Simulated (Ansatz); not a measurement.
Born–Oppenheimer molecular dynamics of a periodic cell of 16 atoms, InSb (surface InSb(111)). It goes on from the last frame of an earlier run, with new velocities.

Computed with Ansatz 0.2.0, DFT PBE, scalar-relativistic, plane waves, PAW. Settings: accuracy low, PAW set soft_1, cutoff 420 eV, k mesh 2x2x1, fermi-dirac smearing 0.15 eV, no spin polarisation.

```
ensemble        : NVT, Nosé–Hoover chain
time step       : 3 fs
steps asked     : 260
set temperature : 1800 K
thermostat      : time constant 50 fs, chain length 1
atoms held      : 1, 3, 5, 7
seed            : 906573
```

First frame:

```xyz
16
Lattice="9.1616 0.0000 0.0000 4.5808 7.9341 0.0000 0.0000 0.0000 15.6752" Properties=species:S:1:pos:R:3
In 0.000 0.000 1.000
Sb 2.162 1.461 2.807
In 11.452 3.967 1.000
Sb 4.803 5.096 3.050
In 4.581 0.000 1.000
Sb 6.660 1.418 2.282
In 6.871 3.967 1.000
Sb 9.201 5.579 3.107
In 7.378 6.710 5.559
Sb 10.176 6.749 6.378
In 5.221 1.181 5.222
Sb 6.714 3.844 4.200
In 3.485 5.066 5.667
Sb 5.100 7.469 7.063
In -0.198 0.841 4.314
Sb 2.468 2.277 5.899
```

Q: What does the run give?

A: All steps were run.

```
steps done                                               : 260
time covered                                             : 780 fs
mean temperature over the second half                    : 1877 K
spread of the potential energy over the second half      : 31.9 meV per atom
mean potential energy of the second half above the start : 49.6 meV per atom
```

The conserved energy stayed within 0.16 meV per atom of its start (net change 0.12 meV per atom), so the integration is sound. A run of 0.78 ps of so small a system gives no equilibrium averages. Limits of this set-up: coarse k mesh, thin slab, slab without dipole correction, a typed lattice constant that wasn't relaxed here, low accuracy level.

Q: What happens to the structure?

A: Mean squared displacements from the first frame to the last: In 1.44 Å², Sb 7.61 Å². The details hang on the random start.

Q: How do temperature and energy run in time?

A: 
```csv
time (fs),T (K),potential energy less start (eV),conserved less start (meV/atom)
0,1800,0.000,0.00
39,1734,0.190,-0.03
78,1758,0.367,-0.03
117,1465,1.148,0.04
156,2023,1.065,-0.02
195,2294,1.245,0.06
234,2333,0.587,-0.02
273,1461,0.611,0.00
312,1237,0.421,-0.02
351,1178,0.701,-0.03
390,1799,0.732,-0.07
429,2436,1.474,0.10
468,2621,1.556,0.11
507,2046,0.934,0.06
546,1230,0.820,0.07
585,1296,0.284,0.04
624,1575,0.086,0.05
663,1977,0.124,0.03
702,1916,0.711,0.11
741,1956,0.806,0.04
780,1426,1.619,0.12
```

Time of the run: 29 min on 4 threads of Arm Neoverse V2, on a shared host, peak memory 3.1 GiB.
